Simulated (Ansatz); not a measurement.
# Cd: the cost of one run

Computed with Ansatz 0.2.0 (DFT PBEsol, scalar-relativistic, plane waves, PAW, unless a step's input says otherwise).

This is Cd in the bcc structure; at room conditions it is hcp.

## (1) The structure to begin with

The structure is cubic, space group Im-3m (No. 229). Conventional cell: a = 3.569 Å, b = 3.569 Å, c = 3.569 Å, α = 90.00°, β = 90.00°, γ = 90.00°. Cd (site symmetry m-3m) is surrounded by 8 Cd at 3.09 Å.

Coordinates:

```
CELL_PARAMETERS angstrom
-1.78432 1.78432 1.78432
1.78432 -1.78432 1.78432
1.78432 1.78432 -1.78432
ATOMIC_POSITIONS crystal
Cd 0.00000 0.00000 0.00000
```

It goes back to an entry of the Materials Project, which need not be the stable form.

No relaxation comes first: the listed cell is the starting point.

## (2) The reference: the undisturbed cell on the scan's mesh

Contents of input.yaml:

```yaml
crystal:
  lattice:
    - [-1.784322, 1.784322, 1.784322]
    - [1.784322, -1.784322, 1.784322]
    - [1.784322, 1.784322, -1.784322]
  atoms:
    - { symbol: Cd, position: [0.0, 0.0, 0.0] }
basis:
  ecutwfc: 420
kpoints:
  mp_grid: { grid: [20, 20, 20] }
hamiltonian:
  xc: pbesol
scf:
  occupations: { method: gaussian, width: 0.15 }
output:
  forces: true
  stress: true
  eigenvalues: true
```

Run with:

```console
ansatz run input.yaml --threads 1 --pin off --max-ram 1228MiB --backend cpu --events-out ev --progress --plain --runs-dir out
```

What time and memory should one allow on 1 thread of an Arm CPU, shared host?

About 3.4 s, with a peak of 0.34 GiB.
